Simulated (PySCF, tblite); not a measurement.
**C₈H₁₄OSi: geometry, infrared bands and NMR shifts**

Aim: predict the infrared bands and NMR shifts of C₈H₁₄OSi (`C=C(/C=C\O/C=C/C)[SiH2]C`).

Programs: tblite 0.8.0 and PySCF 2.14.0, with density-fitted response routines of our own. Each step states its level of theory. These are calculated values for one molecule in the gas phase, unless marked as measured. Atoms are numbered from 0 throughout.

### 1 The starting structure

24 atoms, charge 0, multiplicity 1; geometry from: force field or distance geometry start.

Bonds of the start (Å): C0–C1 1.33, C1–C2 1.45, C2–C3 1.33, C3–O4 1.40, O4–C5 1.41, C5–C6 1.32, C6–C7 1.48, C1–Si8 1.82, Si8–C9 1.85, C0–H10 1.08, C0–H11 1.10, C2–H12 1.11, C3–H13 1.09, C5–H14 1.08, C6–H15 1.07, C7–H16 1.11, C7–H17 1.11, C7–H18 1.12, Si8–H19 1.48, Si8–H20 1.48, C9–H21 1.11, C9–H22 1.12, C9–H23 1.12.

### 2 Geometry optimisation with GFN2-xTB

What the job is given:

```
{"job": {"kind": "relax", "xc": "GFN2-xTB", "basis": "xTB"}, "charge": 0, "multiplicity": 1}
C      2.497200     1.106500     1.777800
C      1.482600     0.941800     0.937100
C      0.312600     1.767000     1.154100
C     -0.764500     1.695300     0.370700
O     -0.826200     0.780000    -0.690200
C     -1.981400    -0.029200    -0.664200
C     -2.558300    -0.472300    -1.760300
C     -3.763200    -1.317700    -1.570600
Si     1.658000    -0.308900    -0.370800
C      3.290900    -1.186200    -0.341500
H      3.420400     0.547000     1.727400
H      2.413300     1.848300     2.585100
H      0.247900     2.511900     1.976500
H     -1.609300     2.349100     0.596200
H     -2.389000    -0.276400     0.308300
H     -2.160000    -0.223600    -2.726800
H     -3.594400    -2.160400    -0.866200
H     -4.623900    -0.740100    -1.170200
H     -4.083600    -1.703900    -2.566700
H      1.566000     0.348700    -1.695900
H      0.579800    -1.295400    -0.169700
H      3.455600    -1.586100     0.681900
H      4.112800    -0.501600    -0.656900
H      3.304900    -2.074100    -1.024300
```

Started as:

```sh
$ OMP_NUM_THREADS=1 python probes_run.py task.json out
```

The driver reads the jobs from task.json and runs them one after another.

**Question.** This job is followed by: GFN2-xTB harmonic vibrations, gas phase; GIAO PBE0/pcSseg-1 NMR shielding, non-relativistic, gas phase. Predict these results of the whole session: strongest single infrared mode (GFN2-xTB); zero-point energy (GFN2-xTB); 13C shifts against TMS (PBE0/pcSseg-1); 1H shifts against TMS (PBE0/pcSseg-1, means over atoms taken as alike); 17O shifts against H2O (PBE0/pcSseg-1); 29Si shifts against TMS (PBE0/pcSseg-1).

**Answer**, as computed:

```
                                                              quantity                                                     value
                             strongest single infrared mode (GFN2-xTB)                                     2208 cm⁻¹, 496 km/mol
                                          zero-point energy (GFN2-xTB)                                            119.8 kcal/mol
                                13C shifts against TMS (PBE0/pcSseg-1)  150.1, 149.6, 147.4, 132.0, 120.1, 111.9, 16.0, -5.9 ppm
1H shifts against TMS (PBE0/pcSseg-1, means over atoms taken as alike)  6.41, 6.21, 5.91, 5.53, 5.51, 5.41, 4.86, 1.77, 0.10 ppm
                                17O shifts against H2O (PBE0/pcSseg-1)                                                 187.7 ppm
                               29Si shifts against TMS (PBE0/pcSseg-1)                                                 -49.7 ppm
```

**Reading.** Relaxing lowered the energy by 0.690 eV in 140 steps; the close pair that moved most is C1–Si8, from 1.818 to 1.897 Å. All 66 modes are real, so the xTB geometry is a minimum. The strongest single mode, at 2208 cm⁻¹, moves mainly H20 and H19. Unscaled tight-binding wavenumbers are off by several per cent, some by more. Its intensities can rank the bands wrongly. At PBE0/pcSseg-1: The widest tensor belongs to C1: span 248 ppm, with a paramagnetic part of -224 ppm.
